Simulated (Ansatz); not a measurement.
**Si3H8O + SiH4O + HCl: a complex and its separated parts**

The complex below is one end of an elementary step. How strongly is it bound against its free parts?

Method: PBE0-D4/def2-TZVP structures, single points in def2-TZVPP, no counterpoise correction; program: Ansatz 0.2.0, Gaussian basis.

Levels: SPW92, PBE-D4, BLYP-D4, r2SCAN-D4, B97M-V, PBE0-D4, B3LYP-D4, r2SCAN0-D4, BHLYP-D4, CAM-B3LYP-D4, wB97X-V, wB97M-V, B2PLYP, PBE-QIDH, RPA on PBE, Hartree-Fock, MP2, CCSD, CCSD(T).

Correlated methods freeze the cores. B3LYP uses VWN-RPA correlation. B2PLYP carries no dispersion term here.

115 further runs of the same task are left out: 2 that didn't finish, 113 set aside as unsound or not needed.

## 1. Where the work starts

The complex: 20 atoms, charge 0, spin multiplicity 1.

Atoms are counted from 1 here; the program's logs count them from 0.

Bond lengths: Si1–Si3 2.350 Å, Si1–Si4 2.339 Å, Si1–O5 1.644 Å, Si1–H8 1.513 Å, Si2–O9 1.666 Å, Si2–H10 1.484 Å, Si2–H11 1.479 Å, Si2–H12 1.485 Å, Si3–H13 1.488 Å, Si3–H14 1.490 Å, Si3–H15 1.487 Å, Si4–H16 1.489 Å, Si4–H17 1.487 Å, Si4–H18 1.487 Å, O5–H19 0.967 Å, H6–Cl7 1.317 Å, O9–H20 0.967 Å. Angles: Si3–Si1–Si4 111.3°, Si3–Si1–O5 114.2°, Si3–Si1–H8 106.0°, Si4–Si1–O5 108.2°, Si4–Si1–H8 106.1°, O5–Si1–H8 110.7°, O9–Si2–H10 110.3°, O9–Si2–H11 105.3°, O9–Si2–H12 110.2°, H10–Si2–H11 110.7°, H10–Si2–H12 109.3°, H11–Si2–H12 111.0°, Si1–Si3–H13 111.8°, Si1–Si3–H14 108.4°, Si1–Si3–H15 110.5°, H13–Si3–H14 108.6°, H13–Si3–H15 108.8°, H14–Si3–H15 108.8° and more.

Coordinates:

```csv
atom,x (Å),y (Å),z (Å)
Si1,-0.47175,-0.25552,-1.31287
Si2,2.06226,0.33918,2.64985
Si3,-1.77197,-0.43396,0.63610
Si4,-1.11016,-1.84160,-2.90860
O5,-0.51468,1.22931,-2.01779
H6,0.98607,2.39818,0.73412
Cl7,0.23349,3.39789,0.32221
H8,0.94118,-0.61317,-0.90695
O9,1.84777,0.97423,1.12485
H10,3.44225,-0.18574,2.80039
H11,1.82856,1.46618,3.57853
H12,1.09144,-0.75856,2.88916
H13,-1.38385,0.57957,1.65412
H14,-1.56762,-1.79088,1.21630
H15,-3.21427,-0.26274,0.31638
H16,-0.97766,-3.19300,-2.29816
H17,-0.24503,-1.76899,-4.11561
H18,-2.52735,-1.63267,-3.30622
H19,-0.38473,2.00011,-1.44869
H20,1.73606,0.35239,0.39329
```

Its parts: Si3H8O holds atoms 1, 3, 4, 5, 8, 13, 14, 15, 16, 17, 18, 19; SiH4O holds atoms 2, 9, 10, 11, 12, 20; HCl holds atoms 6, 7. Each part counts its atoms afresh in its own runs.

## 2. Relaxing Si3H8O alone

relax-a/in.yaml

```yaml
crystal:
  periodic: [false, false, false]
  atoms:
    - {symbol: Si, position_ang: [-0.471750, -0.255518, -1.312870]}
    - {symbol: Si, position_ang: [-1.771973, -0.433964, 0.636101]}
    - {symbol: Si, position_ang: [-1.110158, -1.841597, -2.908599]}
    - {symbol: O, position_ang: [-0.514681, 1.229305, -2.017789]}
    - {symbol: H, position_ang: [0.941181, -0.613174, -0.906949]}
    - {symbol: H, position_ang: [-1.383847, 0.579575, 1.654124]}
    - {symbol: H, position_ang: [-1.567621, -1.790876, 1.216303]}
    - {symbol: H, position_ang: [-3.214266, -0.262736, 0.316376]}
    - {symbol: H, position_ang: [-0.977658, -3.192999, -2.298161]}
    - {symbol: H, position_ang: [-0.245029, -1.768989, -4.115612]}
    - {symbol: H, position_ang: [-2.527351, -1.632673, -3.306223]}
    - {symbol: H, position_ang: [-0.384726, 2.000108, -1.448692]}
basis:
  gaussian: {orbitals: def2-TZVP}
hamiltonian: {xc: pbe0, dispersion: d4}
relax: {f_tol: 0.005, max_steps: 200}
```

The run is started by

```
> ansatz run in.yaml --threads 4 --pin off --events-out ev --progress --plain --max-ram 46080MiB --backend cuda --devices 0, --max-vram 37GiB
```

Further steps of the session: Relaxing SiH4O alone; Relaxing HCl alone; SPW92/def2-TZVPP; PBE-D4/def2-TZVPP; BLYP-D4/def2-TZVPP; r2SCAN-D4/def2-TZVPP; B97M-V/def2-TZVPP; PBE0-D4/def2-TZVPP; B3LYP-D4/def2-TZVPP; r2SCAN0-D4/def2-TZVPP; BHLYP-D4/def2-TZVPP; CAM-B3LYP-D4/def2-TZVPP; wB97X-V/def2-TZVPP; wB97M-V/def2-TZVPP; B2PLYP/def2-TZVPP; PBE-QIDH/def2-TZVPP; RPA on PBE/def2-TZVPP; CCSD(T)/def2-TZVPP; Vibrations of Si3H8O; Vibrations of SiH4O; Vibrations of HCl.

Q: Predict the outcome of this session. Wanted: complex less parts, CCSD(T)/def2-TZVPP; largest T1 diagnostic.

The runs gave:

```
                              quantity         value
complex less parts, CCSD(T)/def2-TZVPP  -46.3 kJ/mol
                 largest T1 diagnostic         0.013
```

At CCSD(T) the complex lies 46.3 kJ/mol below its parts. PBE-QIDH is the best functional here (+1.7 kJ/mol from CCSD(T)); SPW92 is the worst (-47.1 kJ/mol). Mean unsigned error by rung: LDA 47.1, GGA 18.3, meta-GGA 8.3, hybrid 10.7, range-separated hybrid 7.3, double hybrid 4.5 kJ/mol. PBE-D4 gives a relative energy 19.9 kJ/mol too low, outside chemical accuracy (1 kcal/mol, 4.2 kJ/mol). No counterpoise was applied, and triple zeta lacks some correlation, so the CCSD(T) reference has a basis error of its own, and close matches with it are partly luck.
